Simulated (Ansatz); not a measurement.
Here is an Ansatz input file for GeBr2, space group P4_2/mnm. Write the same calculation for the Python package.

```yaml
crystal:
  lattice:
    - [6.685739, 0.0, 0.0]
    - [0.0, 6.685739, 0.0]
    - [0.0, 0.0, 4.092919]
  atoms:
    - { symbol: Ge, position: [0.0, 0.0, 0.0] }
    - { symbol: Ge, position: [0.5, 0.5, 0.5] }
    - { symbol: Br, position: [0.297606, 0.297606, 0.0] }
    - { symbol: Br, position: [0.702394, 0.702394, 0.0] }
    - { symbol: Br, position: [0.202394, 0.797606, 0.5] }
    - { symbol: Br, position: [0.797606, 0.202394, 0.5] }
kpoints:
  mp_grid:
    grid: [2, 2, 3]
    shift: [0.5, 0.5, 0.0]
hamiltonian:
  xc: pbesol
scf:
  n_extra_bands: 18
  convergence:
    dr2_threshold: 1.0e-08
  occupations:
    method: fixed
output:
  dos:
    de: 0.1
    method:
      smearing:
        sigma: 0.15
    projected: true
```

Script `run_pdos.py`:
```python
"""Projected density of states of GeBr2."""

import warnings

import ansatz
import numpy as np

warnings.simplefilter("ignore", ansatz.DeckWarning)

vectors = np.array([
    [6.685739, 0.0, 0.0],
    [0.0, 6.685739, 0.0],
    [0.0, 0.0, 4.092919],
])
structure = (
    ansatz.Lattice.of(vectors)
    .atom("Ge", [0.0, 0.0, 0.0])
    .atom("Ge", [0.5, 0.5, 0.5])
    .atom("Br", [0.297606, 0.297606, 0.0])
    .atom("Br", [0.702394, 0.702394, 0.0])
    .atom("Br", [0.202394, 0.797606, 0.5])
    .atom("Br", [0.797606, 0.202394, 0.5])
)

calculation = (
    structure.calculation()
    .functional(ansatz.Functional.PBESOL)
    .kpoints(mesh=(2, 2, 3), center="monkhorst-pack")
    .occupations("Fixed")
    .scf(tolerance=1e-08)
    .scf(extra_bands=18)
    .density_of_states(projected=True, method="smearing", broadening_width=0.15, energy_step=0.1)
)
res = calculation.run()
report = res.report

dos = res.density_of_states()
energy = np.asarray(dos.energies_ev) - dos.fermi_ev
curves = {}
for site in res.projected_density_of_states().sites:
    for shell in site.shells:
        weight = sum(np.sum(curve.g_bin_mean_per_ev, axis=0) for curve in shell.curves)
        name = f"{site.species} {shell.label}"
        curves[name] = curves.get(name, 0) + weight

step = energy[1] - energy[0]
windows = [(-6, -3), (-3, 0), (0, 4)]
print("states by shell in windows of E - E_F (eV):", windows)
for name, g in curves.items():
    print(f"{name:8s}", " ".join(f"{step * g[(energy >= a) & (energy < b)].sum():8.3f}" for a, b in windows))
filled = (energy < 0) & (energy > -6)
for name, g in curves.items():
    if g[filled].sum() * step > 0.5:
        print(f"centre of {name}: {np.average(energy[filled], weights=g[filled]):.2f} eV")
```

```console
$ python run_pdos.py
states by shell in windows of E - E_F (eV): [(-6, -3), (-3, 0), (0, 4)]
Ge 4S       0.036    0.722    0.218
Ge 4P       1.280    1.459    4.065
Ge 3D       0.000    0.003    0.000
Br 4S       0.047    0.128    0.377
Br 4P       3.110   16.375    1.478
centre of Ge 4S: -0.79 eV
centre of Ge 4P: -2.74 eV
centre of Br 4P: -1.72 eV
```

Notes:
- These settings explore the input space; cutoff and mesh may be short of convergence.
- Semilocal gaps usually lie well under measured ones.
- With fixed filling the reported Fermi level is the top filled level among the k-points of the SCF.
- Energy and stress may still move on a finer k-point mesh.
- The crystal has a gap of about 2.44 eV on the mesh; any density of states at or just above the Fermi level is the tail of the broadening.
- This cell is a computed structure, which may not be the phase found in nature.
- Curves are summed over the cell's atoms. Only shells that the potentials hold have channels, so projections don't add up to the total, least of all where a shell is missing (p of most metals); heights and places of peaks move with the mesh.
- The density of states is complete only as far up as bands were computed.
- A band centre counts only the states inside the window taken.
- It ran for 1.8 s on 1 thread of Arm Neoverse V2, with other jobs on the host, peak memory 0.4 GiB.

(Lines on the test bed's own set-up are left out of the output.)
